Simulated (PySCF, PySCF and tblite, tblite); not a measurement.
# C₃H₈GeSe: a scan of pseudorotation, part 3 of 3

PySCF and tblite. Atoms count from 0. The steps go on from the part before.

## 15. Couplings, coordinate held at 72.2: B3LYP/pcseg-1+pcJ-1

The job: settings as JSON, then the geometry in Å.

```
{"job": {"kind": "j", "xc": "B3LYP", "basis": {"default": "pcseg-1", "H": "pcJ-1"}, "nuclei": ["H"], "every": 4, "pop": false}, "charge": 0, "multiplicity": 1}
C     -1.159679     0.493094    -0.042218
C     -1.199344    -0.898199     0.558226
Se     0.420899    -1.983446     0.125831
C      1.562512    -0.535178    -0.570852
Ge     0.707095     1.148144     0.005064
H     -1.861139     1.137851     0.487638
H     -1.475866     0.459892    -1.087726
H     -1.236646    -0.852098     1.648700
H     -2.050948    -1.481995     0.205195
H      1.610193    -0.628143    -1.656003
H      2.560076    -0.690044    -0.164224
H      0.973174     2.291107    -0.935921
H      1.161582     1.545434     1.379617
```

Log:

```text
coarse grid: 50064 points
cycle   1  E = -4597.2129366426  dE = -1.250e+00  |g| = 3.672e-01  |ddm| = 3.405e+00
cycle   2  E = -4597.1927592601  dE =  2.018e-02  |g| = 4.543e-01  |ddm| = 8.897e-01
cycle   3  E = -4597.2481498023  dE = -5.539e-02  |g| = 6.723e-02  |ddm| = 4.869e-01
cycle   4  E = -4597.2493747688  dE = -1.225e-03  |g| = 2.232e-02  |ddm| = 1.142e-01
cycle   5  E = -4597.2495205137  dE = -1.457e-04  |g| = 5.317e-03  |ddm| = 3.541e-02
cycle   6  E = -4597.2495275693  dE = -7.056e-06  |g| = 1.682e-03  |ddm| = 6.564e-03
final grid: 102712 points
cycle   7  E = -4597.2494962934  dE =  4.626e-07  |g| = 2.223e-03  |ddm| = 4.123e-03
cycle   8  E = -4597.2494952159  dE =  1.078e-06  |g| = 3.033e-03  |ddm| = 4.875e-03
cycle   9  E = -4597.2494975815  dE = -2.366e-06  |g| = 1.806e-04  |ddm| = 2.713e-03
cycle  10  E = -4597.2494975915  dE = -9.977e-09  |g| = 2.910e-05  |ddm| = 2.655e-04
cycle  11  E = -4597.2494975918  dE = -2.556e-10  |g| = 5.086e-06  |ddm| = 3.476e-05
converged SCF energy = -4597.2494975918

Indirect spin-spin couplings (Hz)
  i      j    bonds     total        FC       PSO       DSO        SD
  5 H    6 H    2    -13.828   -14.748     2.055    -1.135         -
  5 H    7 H    3      8.163     7.129     0.116     0.918         -
  5 H    8 H    3      1.675     1.219     0.785    -0.330         -
  5 H    9 H    4     -1.291    -0.349     0.866    -1.807         -
  5 H   10 H    4     -1.207     0.132     0.922    -2.262         -
  5 H   11 H    3     -1.601    -0.439     0.390    -1.552         -
  5 H   12 H    3      0.353     0.785     0.158    -0.590         -
  6 H    7 H    3     15.171    15.387     1.777    -1.994         -
  6 H    8 H    3     10.879     9.846     0.075     0.958         -
  6 H    9 H    4      0.691     0.095    -0.248     0.843         -
  6 H   10 H    4     -1.219    -0.226     0.866    -1.859         -
  6 H   11 H    3      1.220     1.452     0.015    -0.247         -
  6 H   12 H    3      6.620     9.688     0.903    -3.970         -
  7 H    8 H    2     -9.770   -10.652     2.041    -1.159         -
  7 H    9 H    4     -0.712     0.503     0.965    -2.180         -
  7 H   10 H    4     -1.421    -0.539     0.551    -1.433         -
  7 H   11 H    4     -2.630    -0.353     0.615    -2.892         -
  7 H   12 H    4      0.524    -0.099    -0.236     0.858         -
  8 H    9 H    4     -1.314    -0.601     0.543    -1.257         -
  8 H   10 H    4     -1.771    -0.305     0.998    -2.464         -
  8 H   11 H    4      0.805     2.258     0.718    -2.171         -
  8 H   12 H    4     -1.399    -0.392     0.807    -1.815         -
  9 H   10 H    2    -10.561   -12.015     2.194    -0.740         -
  9 H   11 H    3      1.631     1.603     0.045    -0.017         -
  9 H   12 H    3      6.378     9.057     0.885    -3.564         -
 10 H   11 H    3     -1.354    -0.010     0.516    -1.860         -
 10 H   12 H    3      2.472     2.299     0.037     0.136         -
 11 H   12 H    2     15.250    19.023     0.569    -4.342         -
```

Wall time 30 s (1 thread of Arm Neoverse V1, shared host); peak memory 0.85 GiB.

This run: HOMO -5.65 eV, LUMO 0.08 eV; dipole 1.63 D.

## 16. Couplings, coordinate held at 143.9: B3LYP/pcseg-1+pcJ-1

The job: settings as JSON, then the geometry in Å.

```
{"job": {"kind": "j", "xc": "B3LYP", "basis": {"default": "pcseg-1", "H": "pcJ-1"}, "nuclei": ["H"], "every": 4, "pop": false}, "charge": 0, "multiplicity": 1}
C     -1.203330     0.529512     0.113793
C     -1.134892    -0.956191     0.420545
Se     0.148079    -1.854546    -0.775579
C      1.572412    -0.562698    -0.377231
Ge     0.652160     1.183750    -0.174241
H     -1.713481     1.052399     0.923593
H     -1.781804     0.691658    -0.797530
H     -0.784326    -1.135065     1.439835
H     -2.094705    -1.457289     0.286606
H      2.282792    -0.594298    -1.200669
H      2.080347    -0.881354     0.533802
H      0.781498     2.039093    -1.401539
H      1.211606     1.958691     0.990611
```

Log:

```text
coarse grid: 50064 points
cycle   1  E = -4597.2145251871  dE = -1.237e+00  |g| = 3.702e-01  |ddm| = 3.418e+00
cycle   2  E = -4597.1923594684  dE =  2.217e-02  |g| = 4.636e-01  |ddm| = 8.921e-01
cycle   3  E = -4597.2500028984  dE = -5.764e-02  |g| = 6.749e-02  |ddm| = 4.948e-01
cycle   4  E = -4597.2512266412  dE = -1.224e-03  |g| = 2.298e-02  |ddm| = 1.136e-01
cycle   5  E = -4597.2513796851  dE = -1.530e-04  |g| = 5.413e-03  |ddm| = 3.546e-02
cycle   6  E = -4597.2513868022  dE = -7.117e-06  |g| = 1.761e-03  |ddm| = 6.499e-03
final grid: 102712 points
cycle   7  E = -4597.2513586577  dE =  3.899e-07  |g| = 2.287e-03  |ddm| = 5.242e-03
cycle   8  E = -4597.2513575726  dE =  1.085e-06  |g| = 3.085e-03  |ddm| = 5.217e-03
cycle   9  E = -4597.2513600331  dE = -2.461e-06  |g| = 2.019e-04  |ddm| = 2.865e-03
cycle  10  E = -4597.2513600455  dE = -1.241e-08  |g| = 2.944e-05  |ddm| = 2.958e-04
cycle  11  E = -4597.2513600458  dE = -2.392e-10  |g| = 6.423e-06  |ddm| = 3.735e-05
converged SCF energy = -4597.2513600458

Indirect spin-spin couplings (Hz)
  i      j    bonds     total        FC       PSO       DSO        SD
  5 H    6 H    2    -13.549   -14.461     2.069    -1.157         -
  5 H    7 H    3      6.622     5.625     0.202     0.796         -
  5 H    8 H    3      2.163     1.643     0.698    -0.178         -
  5 H    9 H    4     -1.803    -0.443     0.950    -2.311         -
  5 H   10 H    4     -0.833    -0.203     0.579    -1.210         -
  5 H   11 H    3      0.042     1.860     0.607    -2.425         -
  5 H   12 H    3      1.608     1.651    -0.008    -0.034         -
  6 H    7 H    3     15.310    15.542     1.798    -2.030         -
  6 H    8 H    3      8.722     7.719     0.162     0.842         -
  6 H    9 H    4     -0.754     0.108     0.571    -1.433         -
  6 H   10 H    4     -1.458    -0.322     0.931    -2.067         -
  6 H   11 H    3      4.560     4.300    -0.126     0.386         -
  6 H   12 H    3      3.041     5.667     0.780    -3.406         -
  7 H    8 H    2    -11.477   -12.392     2.008    -1.093         -
  7 H    9 H    4     -1.489    -0.591     0.887    -1.785         -
  7 H   10 H    4      1.157     0.160    -0.502     1.499         -
  7 H   11 H    4     -2.502    -0.111     0.681    -3.072         -
  7 H   12 H    4     -0.312    -0.143    -0.033    -0.135         -
  8 H    9 H    4     -0.840     0.666     1.023    -2.529         -
  8 H   10 H    4     -1.439    -0.541     0.857    -1.754         -
  8 H   11 H    4      1.057     2.342     0.701    -1.987         -
  8 H   12 H    4     -0.993     0.221     0.775    -1.989         -
  9 H   10 H    2    -11.801   -13.245     2.175    -0.730         -
  9 H   11 H    3      3.062     2.801     0.002     0.259         -
  9 H   12 H    3     -0.366     1.206     0.599    -2.172         -
 10 H   11 H    3      5.138     7.613     0.815    -3.290         -
 10 H   12 H    3      2.978     2.651    -0.044     0.371         -
 11 H   12 H    2     14.079    17.726     0.562    -4.210         -
```

It took 30 s on 1 thread of Arm Neoverse V1, shared host; peak memory 0.89 GiB.

This run: HOMO -5.75 eV, LUMO 0.01 eV; dipole 1.36 D.

## 17. Couplings, coordinate held at 216.1: B3LYP/pcseg-1+pcJ-1

The job: settings as JSON, then the geometry in Å.

```
{"job": {"kind": "j", "xc": "B3LYP", "basis": {"default": "pcseg-1", "H": "pcJ-1"}, "nuclei": ["H"], "every": 4, "pop": false}, "charge": 0, "multiplicity": 1}
C     -1.069465     0.505486     0.432551
C     -1.255605    -0.982441     0.171409
Se     0.362985    -1.914306    -0.539981
C      1.663049    -0.488890    -0.186501
Ge     0.609720     1.169117    -0.386874
H     -1.002218     0.683415     1.508433
H     -1.940038     1.055324     0.075185
H     -1.543131    -1.519050     1.076717
H     -2.017155    -1.163707    -0.588222
H      2.462748    -0.605916    -0.914651
H      2.074598    -0.619339     0.814770
H      0.456813     1.535353    -1.835147
H      1.193950     2.348138     0.346402
```

Log:

```text
coarse grid: 50064 points
cycle   1  E = -4597.2113987610  dE = -1.249e+00  |g| = 3.659e-01  |ddm| = 3.418e+00
cycle   2  E = -4597.1912184834  dE =  2.018e-02  |g| = 4.531e-01  |ddm| = 8.925e-01
cycle   3  E = -4597.2462843609  dE = -5.507e-02  |g| = 6.733e-02  |ddm| = 4.902e-01
cycle   4  E = -4597.2475036844  dE = -1.219e-03  |g| = 2.269e-02  |ddm| = 1.133e-01
cycle   5  E = -4597.2476554207  dE = -1.517e-04  |g| = 5.234e-03  |ddm| = 3.638e-02
cycle   6  E = -4597.2476622326  dE = -6.812e-06  |g| = 1.665e-03  |ddm| = 6.387e-03
final grid: 102712 points
cycle   7  E = -4597.2476338437  dE =  4.059e-07  |g| = 2.212e-03  |ddm| = 4.578e-03
cycle   8  E = -4597.2476327903  dE =  1.053e-06  |g| = 3.008e-03  |ddm| = 4.904e-03
cycle   9  E = -4597.2476351243  dE = -2.334e-06  |g| = 1.902e-04  |ddm| = 2.722e-03
cycle  10  E = -4597.2476351352  dE = -1.089e-08  |g| = 3.158e-05  |ddm| = 2.732e-04
cycle  11  E = -4597.2476351355  dE = -3.010e-10  |g| = 6.006e-06  |ddm| = 4.120e-05
converged SCF energy = -4597.2476351355

Indirect spin-spin couplings (Hz)
  i      j    bonds     total        FC       PSO       DSO        SD
  5 H    6 H    2    -14.092   -15.014     2.059    -1.138         -
  5 H    7 H    3     15.148    13.974    -0.179     1.353         -
  5 H    8 H    3      9.336     9.433     1.576    -1.674         -
  5 H    9 H    4     -1.361    -0.303     0.862    -1.920         -
  5 H   10 H    4      0.538     0.054    -0.168     0.652         -
  5 H   11 H    3      6.497     9.462     0.870    -3.836         -
  5 H   12 H    3      2.104     2.106    -0.065     0.064         -
  6 H    7 H    3      2.233     2.043     1.142    -0.953         -
  6 H    8 H    3     13.459    12.309    -0.120     1.270         -
  6 H    9 H    4     -1.185     0.170     0.898    -2.252         -
  6 H   10 H    4     -1.192    -0.254     0.889    -1.827         -
  6 H   11 H    3      2.180     2.379     0.066    -0.265         -
  6 H   12 H    3     -1.331    -0.004     0.440    -1.766         -
  7 H    8 H    2    -10.330   -11.197     2.037    -1.170         -
  7 H    9 H    4     -1.827    -0.496     0.959    -2.290         -
  7 H   11 H    4     -1.339    -0.004     0.822    -2.157         -
  7 H   12 H    4     -0.788     0.484     0.604    -1.876         -
  8 H    9 H    4     -1.872    -0.530     0.806    -2.148         -
  8 H   10 H    4     -1.035     0.117     0.954    -2.105         -
  8 H   12 H    4     -1.885     0.040     0.696    -2.622         -
  9 H   10 H    2    -11.042   -12.477     2.194    -0.759         -
  9 H   11 H    3      1.622     1.500     0.071     0.051         -
  9 H   12 H    3     -1.566    -0.301     0.487    -1.752         -
 10 H   11 H    3      6.257     8.968     0.906    -3.617         -
 10 H   12 H    3      0.480     0.613     0.094    -0.228         -
 11 H   12 H    2     16.272    20.020     0.566    -4.315         -
```

It took 31 s on 1 thread of Arm Neoverse V1, shared host; peak memory 0.89 GiB.

In short: HOMO -5.65 eV, LUMO 0.06 eV; dipole 1.58 D.

## 18. Couplings, coordinate held at 288.1: B3LYP/pcseg-1+pcJ-1

The job: settings as JSON, then the geometry in Å.

```
{"job": {"kind": "j", "xc": "B3LYP", "basis": {"default": "pcseg-1", "H": "pcJ-1"}, "nuclei": ["H"], "every": 4, "pop": false}, "charge": 0, "multiplicity": 1}
C     -1.083649     0.488168     0.527943
C     -1.241441    -0.956633     0.099963
Se     0.455136    -1.951155     0.337814
C      1.658517    -0.488653    -0.218449
Ge     0.563313     1.158448    -0.342756
H     -0.970321     0.548259     1.612178
H     -1.974497     1.055494     0.255886
H     -1.985579    -1.495278     0.689533
H     -1.508907    -1.027108    -0.957036
H      2.117960    -0.766680    -1.166326
H      2.442229    -0.416211     0.534610
H      0.337680     1.533137    -1.781527
H      1.197798     2.331418     0.349937
```

Log:

```text
coarse grid: 50064 points
cycle   1  E = -4597.2142758395  dE = -1.245e+00  |g| = 3.694e-01  |ddm| = 3.408e+00
cycle   2  E = -4597.1934246573  dE =  2.085e-02  |g| = 4.583e-01  |ddm| = 8.869e-01
cycle   3  E = -4597.2497960455  dE = -5.637e-02  |g| = 6.680e-02  |ddm| = 4.884e-01
cycle   4  E = -4597.2510016901  dE = -1.206e-03  |g| = 2.238e-02  |ddm| = 1.120e-01
cycle   5  E = -4597.2511467220  dE = -1.450e-04  |g| = 5.365e-03  |ddm| = 3.443e-02
cycle   6  E = -4597.2511537853  dE = -7.063e-06  |g| = 1.744e-03  |ddm| = 6.541e-03
final grid: 102712 points
cycle   7  E = -4597.2511291600  dE =  5.024e-07  |g| = 2.288e-03  |ddm| = 4.447e-03
cycle   8  E = -4597.2511279960  dE =  1.164e-06  |g| = 3.132e-03  |ddm| = 5.067e-03
cycle   9  E = -4597.2511305253  dE = -2.529e-06  |g| = 1.949e-04  |ddm| = 2.840e-03
cycle  10  E = -4597.2511305368  dE = -1.145e-08  |g| = 2.883e-05  |ddm| = 2.763e-04
cycle  11  E = -4597.2511305370  dE = -2.419e-10  |g| = 4.835e-06  |ddm| = 3.588e-05
converged SCF energy = -4597.2511305370

Indirect spin-spin couplings (Hz)
  i      j    bonds     total        FC       PSO       DSO        SD
  5 H    6 H    2    -13.606   -14.524     2.068    -1.149         -
  5 H    7 H    3      7.672     6.719     0.243     0.710         -
  5 H    8 H    3     15.969    16.217     1.824    -2.072         -
  5 H    9 H    4     -1.459    -0.335     0.904    -2.028         -
  5 H   11 H    3      5.756     8.666     0.895    -3.805         -
  5 H   12 H    3      1.801     1.994     0.014    -0.207         -
  6 H    7 H    3      2.905     2.326     0.628    -0.049         -
  6 H    8 H    3      5.381     4.431     0.288     0.662         -
  6 H    9 H    4     -1.278    -0.096     0.835    -2.016         -
  6 H   10 H    4     -1.643    -0.452     0.904    -2.095         -
  6 H   11 H    3      0.646     0.896     0.096    -0.345         -
  6 H   12 H    3     -1.503    -0.162     0.438    -1.778         -
  7 H    8 H    2    -10.806   -11.726     2.026    -1.106         -
  7 H    9 H    4     -1.836    -0.529     0.944    -2.251         -
  7 H   10 H    4     -1.450    -0.156     0.854    -2.148         -
  7 H   11 H    4     -1.392    -0.492     0.773    -1.672         -
  7 H   12 H    4      1.830     3.340     0.751    -2.261         -
  8 H   10 H    4     -1.433    -0.278     0.940    -2.096         -
  8 H   11 H    4      0.531    -0.183    -0.350     1.064         -
  8 H   12 H    4     -2.574     0.003     0.604    -3.181         -
  9 H   10 H    2    -10.942   -12.401     2.185    -0.726         -
  9 H   11 H    3      4.470     4.032    -0.069     0.507         -
  9 H   12 H    3      0.557     2.352     0.632    -2.428         -
 10 H   11 H    3      4.063     6.362     0.796    -3.094         -
 10 H   12 H    3      3.728     3.479    -0.024     0.273         -
 11 H   12 H    2     13.938    17.630     0.564    -4.257         -
```

Run time: 30 s. Hardware: 1 thread of Arm Neoverse V1, shared host; peak memory 0.85 GiB.

Key values: HOMO -5.71 eV, LUMO 0.00 eV; dipole 1.49 D.

## 19. The scan in numbers

The job: settings as JSON, then the geometry in Å.

```
{"job": {"smiles": "[CH2]1C[Se][CH2][GeH2]1", "charge": 0, "mult": 1, "motion": "pseudorotation", "what": "5-membered ring", "atoms": [0, 1, 2, 3, 4], "ring": [0, 1, 2, 3, 4], "study": "scan", "drives": [{"terms": [["phase", [0, 1, 2, 3, 4], 1]], "values": [0, 18, 36, 54, 72, 90, 108, 126, 144, 162, 180, 198, 216, 234, 252, 270, 288, 306, 324, 342], "periodic": true}], "seed": 104, "jobs": [{"kind": "nmr", "xc": "PBE0", "basis": "pcSseg-1", "every": 2}, {"kind": "j", "xc": "B3LYP", "basis": {"default": "pcseg-1", "H": "pcJ-1"}, "nuclei": ["H"], "every": 4}], "xc": "PBE0", "basis": "pcSseg-1", "kind": "scan"}, "charge": 0, "multiplicity": 1}
C     -1.109638     0.577118     0.422146
C     -1.235411    -0.917084     0.187147
Se     0.423957    -1.841805     0.716324
C      1.576381    -0.614604    -0.298081
Ge     0.666328     1.149836    -0.260259
H     -1.164796     0.789934     1.491280
H     -1.936545     1.099808    -0.060313
H     -2.040471    -1.368028     0.769702
H     -1.396292    -1.141701    -0.869939
H      1.689653    -1.006373    -1.309580
H      2.551988    -0.612350     0.183823
H      0.618446     1.756057    -1.638398
H      1.352011     2.129680     0.648422
```

Log:

```text
coordinate    xTB      DFT (kcal/mol)
   359.70    1.719    1.787
    17.90    2.371        -
    36.10    2.414    2.516
    54.20    2.042        -
    72.20    1.501    1.406
    90.20    0.947        -
   108.10    0.436    0.288
   126.10    0.031        -
   143.90    0.001    0.006
   161.70    0.663        -
   179.70    1.719    1.783
   197.90    2.373        -
   216.10    2.414    2.521
   234.20    2.041        -
   252.20    1.501    1.404
   270.20    0.947        -
   288.10    0.438    0.307
   306.10    0.031        -
   323.90    0.000    0.000
   341.70    0.663        -
```

Wall time 6.3 min (1 thread of Arm Neoverse V1, shared host); peak memory 0.89 GiB. This counts the whole study up to here.

Shieldings (ppm) of atoms that vary much, hydrogens weighed ten times:

| coordinate (°) | DFT energy (kcal/mol) | Se2 | Ge4 | H11 | H12 | C0 |
| --- | --- | --- | --- | --- | --- | --- |
| 359.7 | 1.79 | 1500 | 1405 | 26.88 | 27.62 | 174.3 |
| 36.1 | 2.52 | 1521 | 1398 | 26.87 | 27.53 | 173.8 |
| 72.2 | 1.41 | 1531 | 1409 | 27.02 | 27.58 | 170.0 |
| 108.1 | 0.29 | 1490 | 1414 | 27.12 | 27.56 | 167.1 |
| 143.9 | 0.01 | 1485 | 1423 | 27.46 | 27.30 | 168.1 |
| 179.7 | 1.78 | 1499 | 1405 | 27.62 | 26.88 | 174.3 |
| 216.1 | 2.52 | 1521 | 1398 | 27.54 | 26.88 | 173.9 |
| 252.2 | 1.40 | 1531 | 1408 | 27.58 | 27.03 | 170.0 |
| 288.1 | 0.31 | 1490 | 1414 | 27.58 | 27.13 | 167.0 |
| 323.9 | 0.00 | 1484 | 1423 | 27.30 | 27.46 | 168.1 |

Couplings (Hz) that vary most:

| coordinate (°) | H5–H8 | H6–H7 | H5–H7 | H6–H12 | H5–H11 | H6–H8 |
| --- | --- | --- | --- | --- | --- | --- |
| 359.7 | 9.1 | 2.2 | 14.3 | 4.1 | -0.3 | 13.5 |
| 72.2 | 1.7 | 15.2 | 8.2 | 6.6 | -1.6 | 10.9 |
| 143.9 | 2.2 | 15.3 | 6.6 | 3.0 | 0.0 | 8.7 |
| 216.1 | 9.3 | 2.2 | 15.1 | -1.3 | 6.5 | 13.5 |
| 288.1 | 16.0 | 2.9 | 7.7 | -1.5 | 5.8 | 5.4 |

## 20. Summary of results

The summary covers parts 1 to 3.

| quantity | value |
| --- | --- |
| energy range along the scan | DFT 2.52, xTB 2.41 kcal/mol |
| range of σ(Se2) | 1484 to 1531 ppm |

What this shows: The coupling H5–H8 swings from 1.7 to 16.0 Hz along the coordinate. The DFT energy changes by 2.52 kcal/mol over the points computed, against kT of 0.59 kcal/mol at 298 K.
